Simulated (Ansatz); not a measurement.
# CdH2: a single-point run

The task is a single-point run on CdH2. The structure is shown as the input types it. The cell is built on a prototype (fluorite) and needn't be the phase found in nature.

Program: Ansatz 0.2.0. Level of theory: density functional or hybrid calculation with the settings of its input, plane waves (as first typed). These are calculated values, not measurements.

8 further runs of the same task are left out: 8 that didn't finish.

### 1 The system as given

It takes space group Fm-3m (No. 225, cubic). The conventional cell has a = 5.054 Å, b = 5.054 Å, c = 5.054 Å, α = 90.00°, β = 90.00°, γ = 90.00°. Cd (site symmetry m-3m) is surrounded by 8 H at 2.19 Å. Around H (site symmetry -43m) lie 4 Cd at 2.19 Å.

As a file:

```cif
data_structure
_symmetry_space_group_name_H-M 'P 1'
_symmetry_Int_Tables_number 1
_cell_length_a 3.5740
_cell_length_b 3.5740
_cell_length_c 3.5740
_cell_angle_alpha 60.000
_cell_angle_beta 60.000
_cell_angle_gamma 60.000
_cell_volume 32.28
loop_
_atom_site_label
_atom_site_type_symbol
_atom_site_fract_x
_atom_site_fract_y
_atom_site_fract_z
_atom_site_occupancy
Cd1 Cd 0.00000 0.00000 0.00000 1
H1 H 0.25000 0.25000 0.25000 1
H2 H 0.75000 0.75000 0.75000 1
```

### 2 The run

The input, input.yaml:

```yaml
crystal:
  lattice:
    - [0.0, 2.5271675575, 2.5271675575]
    - [2.5271675575, 0.0, 2.5271675575]
    - [2.5271675575, 2.5271675575, 0.0]
  atoms:
    - { symbol: Cd, position: [0.0, 0.0, 0.0] }
    - { symbol: H, position: [0.25, 0.25, 0.25] }
    - { symbol: H, position: [0.75, 0.75, 0.75] }
kpoints:
  mp_grid: { grid: [6, 6, 6] }
hamiltonian:
  xc: pbe
scf:
  occupations: { method: fermi_dirac, width: 0.02 }
  n_extra_bands: 4
  max_iter: 76
output:
  forces: true
  stress: true
  eigenvalues: true
basis:
  ecutrho_ratio: 2
```

On the command line:

```bash
$ ansatz run input.yaml --threads 4 --pin off --max-ram 3686MiB --backend cpu --events-out ev --progress --plain --runs-dir out
```

**Question.** How will this run end, and is anything wrong with its input?

The run converged and reported no error, with warnings (cutoff below recommended). Its log warns: «basis.ecutrho_ratio = 2 (ecutrho = 840 eV) is below the records' recommended 1680 eV»

The suspect setting: basis.ecutrho_ratio is 2. The grid or cutoff for the density and potential is too coarse for the wavefunction basis: a density holds Fourier components up to twice the waves' wavevector.

The test: delete basis.ecutrho_ratio (the default then holds).
